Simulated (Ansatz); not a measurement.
A nudged elastic band was laid between two geometries of a periodic cell of 15 atoms, MoW$_{14}$ (host W, host structure bcc, dopant Mo, one W atom removed).

All numbers below come from Ansatz, DFT PBE, scalar-relativistic, plane waves, PAW. Settings: PAW set soft_1, cutoff 420 eV, k mesh 3x3x3, gaussian smearing 0.1 eV, no spin polarisation.

```json
{
 "movable images": "5",
 "climbing image": "yes",
 "spring": "2.0 eV/Å²",
 "optimiser": "quadratic models (default)",
 "start path": "IDPP",
 "force threshold": "0.05 eV/Å",
 "iteration limit": "41",
 "end points": "relaxed"
}
```

First end point:

```xyz
15
Lattice="6.3200 0.0000 0.0000 0.0000 6.3200 0.0000 0.0000 0.0000 6.3200" Properties=species:S:1:pos:R:3
Mo 0.011 -0.004 -0.006
W 3.143 -0.004 -0.007
W 0.012 3.185 -0.006
W 0.012 -0.004 3.182
W 1.578 1.589 1.587
W 3.140 3.188 -0.007
W 3.139 -0.005 3.186
W 4.740 1.588 1.586
W 0.013 3.188 3.186
W 1.575 4.753 1.588
W 1.575 1.591 4.750
W 3.143 3.184 3.182
W 4.739 4.750 1.587
W 4.739 1.589 4.748
W 4.738 4.753 4.750
```

Last end point:

Only the atoms that move by more than 0.05 Å are listed.
```
Mo1 1.565 -1.565 -1.565
```

**Question.** Which bonds break or form, and what moves?

**Answer.** The atom that moves furthest is Mo1, by 2.70 Å; four of its nearest neighbours are W15 2.73, W10 2.73, W11 2.73, W13 2.74 Å at the first end and W2 2.73, W3 2.73, W4 2.73, W6 2.74 Å at the last.

**Question.** Give the energies along the band, and the barrier.

**Answer.** The run converged. The highest image is number 4 of 0 to 6, 1.34 eV above the ends, which have the same energy within 2 meV. By the program's own check the climbing image is a first-order saddle point (lowest curvatures found: -4.11 and 8.07 eV/Å²). Limits of this set-up: coarse k mesh, a small cell, in which the defect meets its images, a typed lattice constant that wasn't relaxed here.

```json
{"image": "0", "path coordinate (Å)": "0.00", "energy (eV)": "0.00", "Mo1–W5 (Å)": "2.74", "Mo1–W8 (Å)": "2.76", "Mo1–W13 (Å)": "2.74"}
{"image": "1", "path coordinate (Å)": "0.42", "energy (eV)": "0.45", "Mo1–W5 (Å)": "2.90", "Mo1–W8 (Å)": "3.14", "Mo1–W13 (Å)": "2.90"}
{"image": "2", "path coordinate (Å)": "0.83", "energy (eV)": "1.24", "Mo1–W5 (Å)": "3.11", "Mo1–W8 (Å)": "3.55", "Mo1–W13 (Å)": "3.11"}
{"image": "3", "path coordinate (Å)": "1.25", "energy (eV)": "1.29", "Mo1–W5 (Å)": "3.35", "Mo1–W8 (Å)": "4.00", "Mo1–W13 (Å)": "3.35"}
{"image": "4", "path coordinate (Å)": "1.67", "energy (eV)": "1.34", "Mo1–W5 (Å)": "3.62", "Mo1–W8 (Å)": "4.44", "Mo1–W13 (Å)": "3.63"}
{"image": "5", "path coordinate (Å)": "2.17", "energy (eV)": "0.63", "Mo1–W5 (Å)": "4.02", "Mo1–W8 (Å)": "4.91", "Mo1–W13 (Å)": "4.03"}
{"image": "6", "path coordinate (Å)": "2.67", "energy (eV)": "0.00", "Mo1–W5 (Å)": "4.42", "Mo1–W8 (Å)": "5.42", "Mo1–W13 (Å)": "4.42"}
```

**Question.** What is the geometry of the highest image?

**Answer.** 
```xyz
15
Lattice="6.3200 0.0000 0.0000 0.0000 6.3200 0.0000 0.0000 0.0000 6.3200" Properties=species:S:1:pos:R:3
Mo 0.987 -0.984 -0.985
W 3.225 0.030 0.029
W -0.026 3.100 0.028
W -0.027 0.030 3.097
W 1.569 1.544 1.544
W 3.151 3.173 0.003
W 3.150 0.005 3.172
W 4.744 1.578 1.577
W -0.002 3.173 3.171
W 1.602 4.720 1.605
W 1.602 1.605 4.720
W 3.134 3.189 3.188
W 4.776 4.752 1.545
W 4.777 1.544 4.753
W 4.716 4.720 4.720
```

The run took 19 min on 4 threads of Arm Neoverse V2, with other jobs on the host, peak memory 3 GiB.
